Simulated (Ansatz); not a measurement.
# LaNbN4: from the start to rest

Aim: in LaNbN4, a known structure type filled with other elements, at an estimated volume, relax cell and atoms at 20 GPa, then read levels, charges and fields where it ends.

Computed, not measured: Ansatz 0.2.0, DFT, LDA, no spin polarisation, plane waves, PAW.

### Step 1. The structure

Symmetry: C2/c, No. 15, monoclinic system. The conventional cell has a = 7.472 Å, b = 11.724 Å, c = 5.294 Å, α = 90.00°, β = 130.91°, γ = 90.00°. N (site symmetry 1) is surrounded by 1 Nb at 1.88 Å and 2 La at 2.52 to 2.56 Å. Nb (site symmetry 2) has 4 N at 1.88 to 1.89 Å as nearest neighbours. La (site symmetry 2) has 8 N at 2.52 to 2.68 Å as nearest neighbours. N (site symmetry 1) is surrounded by 2 Nb at 1.89 to 2.58 Å and 2 La at 2.54 to 2.68 Å.

As a file:

```cif
data_structure
_symmetry_space_group_name_H-M 'P 1'
_symmetry_Int_Tables_number 1
_cell_length_a 5.2938
_cell_length_b 5.6616
_cell_length_c 6.9514
_cell_angle_alpha 67.650
_cell_angle_beta 69.394
_cell_angle_gamma 94.060
_cell_volume 175.25
loop_
_atom_site_label
_atom_site_type_symbol
_atom_site_fract_x
_atom_site_fract_y
_atom_site_fract_z
_atom_site_occupancy
N1 N 0.27380 0.93350 0.41780 1
N2 N 0.80840 0.64870 0.41780 1
N3 N 0.72620 0.06650 0.58220 1
N4 N 0.19160 0.35130 0.58220 1
Nb1 Nb 0.14530 0.89530 0.20940 1
Nb2 Nb 0.85470 0.10470 0.79060 1
La1 La 0.61960 0.36960 0.26080 1
La2 La 0.38040 0.63040 0.73920 1
N5 N 0.01190 0.18870 0.07560 1
N6 N 0.41250 0.73570 0.07560 1
N7 N 0.98810 0.81130 0.92440 1
N8 N 0.58750 0.26430 0.92440 1
```

It starts from an earlier solution of the starting cell (checkpoint.read).

### Step 2. Relaxing

input.yaml

```yaml
crystal:
  lattice:
    - [-0.37481207, 0.0, 5.28055195]
    - [5.66157218, 0.0, 0.0]
    - [2.64338006, 5.86197534, 2.64027547]
  atoms:
    - { symbol: "N", position: [0.2738, 0.9335, 0.4178] }
    - { symbol: "N", position: [0.8084, 0.6487, 0.4178] }
    - { symbol: "N", position: [0.7262, 0.0665, 0.5822] }
    - { symbol: "N", position: [0.1916, 0.3513, 0.5822] }
    - { symbol: Nb, position: [0.1453, 0.8953, 0.2094] }
    - { symbol: Nb, position: [0.8547, 0.1047, 0.7906] }
    - { symbol: La, position: [0.6196, 0.3696, 0.2608] }
    - { symbol: La, position: [0.3804, 0.6304, 0.7392] }
    - { symbol: "N", position: [0.0119, 0.1887, 0.0756] }
    - { symbol: "N", position: [0.4125, 0.7357, 0.0756] }
    - { symbol: "N", position: [0.9881, 0.8113, 0.9244] }
    - { symbol: "N", position: [0.5875, 0.2643, 0.9244] }
  symmetry: { tolerance: 0.0003 }
kpoints:
  mp_grid: { grid: [4, 4, 4], shift: [0, 0, 0] }
magnetization:
  spin_polarized: false
scf:
  occupations: { method: fermi_dirac, width: 0.0163 }
  lower_state_search: "off"
hamiltonian:
  pseudopotentials: { kind: paw }
  xc: lda
basis:
  ecutwfc: 420
  fft_grid_basis: typed
relax:
  max_steps: 40
  cell: { p_target: 20.0 }
output:
  forces: true
  stress: true
  eigenvalues: true
  bader: true
  populations: true
  elf: true
  write_potential: true
  volumetric_format: npy
  dos:
    e_range: [-12, 8]
    de: 0.05
    projected: { site_lists: { La: [La], "N": ["N"], Nb: [Nb] } }
  write_density: true
checkpoint:
  read: saved_state
```

The run is started by

```sh
> ansatz run input.yaml --threads 2 --pin off --max-ram 3584MiB --backend cpu --events-out ev --progress --plain --runs-dir out
```

What does the calculation give? Wanted: moves; largest move; cell; volume; pressure at the end; character; Bader charges.

**Answer**, as computed:

| quantity | value |
| --- | --- |
| moves | 18 |
| largest move | 0.93 Å (N) |
| space group (0.01 Å), before / after | C2/c / C2/c |
| cell | a = 5.129 Å, b = 5.207 Å, c = 6.316 Å, α = 66.19°, β = 66.58°, γ = 91.19° |
| volume | 11.52 Å³/atom (-21.1 %) |
| pressure at the end | 20.01 GPa |
| character | metal |
| density of states, mean within 0.25 eV of the Fermi level | 3.3 per eV per cell |
| Bader charges | N -1.39 to -0.65, Nb +2.24, La +1.83 e |

In words: The volume shrank by 21.1 %, and the largest move of an atom is 0.93 Å apart from the change of the cell. The run held to 4 symmetry operations, so a lower structure without them is not ruled out. The cell is metallic; within 0.25 eV of the Fermi level the density of states averages 3.3 per eV per cell, mostly N p (75 %). Nb loses most charge (+2.24 e on average) and N gains most (-1.02 e).

Caveats: the k mesh is coarse for a cell without a gap.
